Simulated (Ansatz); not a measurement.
The system is LuSb.

```
Lu Sb
1.0
     0.00000    3.03933    3.03933
     3.03933    0.00000    3.03933
     3.03933    3.03933    0.00000
Lu Sb
1 1
Direct
  0.00000 0.00000 0.00000
  0.50000 0.50000 0.50000
```

The cell is a database's computed one.

| Quantity | Value |
| --- | --- |
| Program | Ansatz 0.2.0 |
| Task | relaxation of cell and atoms |
| Functional | revPBE |
| Potentials or basis | Ansatz PAW |
| Cutoff | 420 eV (not typed: the program's choice for these potentials) |
| k mesh | 8 × 8 × 8 |
| Occupations | fermi-dirac, width 0.05 eV |
| Spin | no spin polarisation |

At the start: volume 28.08 Å³/atom.

Problem. Where does the relaxation end?

Solution. It ends after 5 steps and the volume is 28.94 Å³/atom (+3.1 %); space group Fm-3m (No. 225, to 0.05 Å).

The path:
```
step  energy change (eV)  largest force (eV/Å)  volume (Å³)
   1              0.0000                0.0000        56.15
   2             -0.0039                0.0000        59.23
   3             -0.0097                0.0000        57.95
   4             -0.0097                0.0000        57.89
   5             -0.0101                0.0000        57.89
```

Final structure:
```xyz
2
Lattice="0.0000 3.0703 3.0703 3.0703 0.0000 3.0703 3.0703 3.0703 0.0000" Properties=species:S:1:pos:R:3 pbc="T T T"
Lu    0.0000    0.0000    0.0000
Sb    3.0703    3.0703    3.0703
```

Caveat: the plane-wave basis is chosen anew once the cell has moved, so the energies of steps on either side of that aren't comparable; the PAW data sets come from PBE, with cores solved anew for the run's functional, which leaves a small shift of forces and pressure.
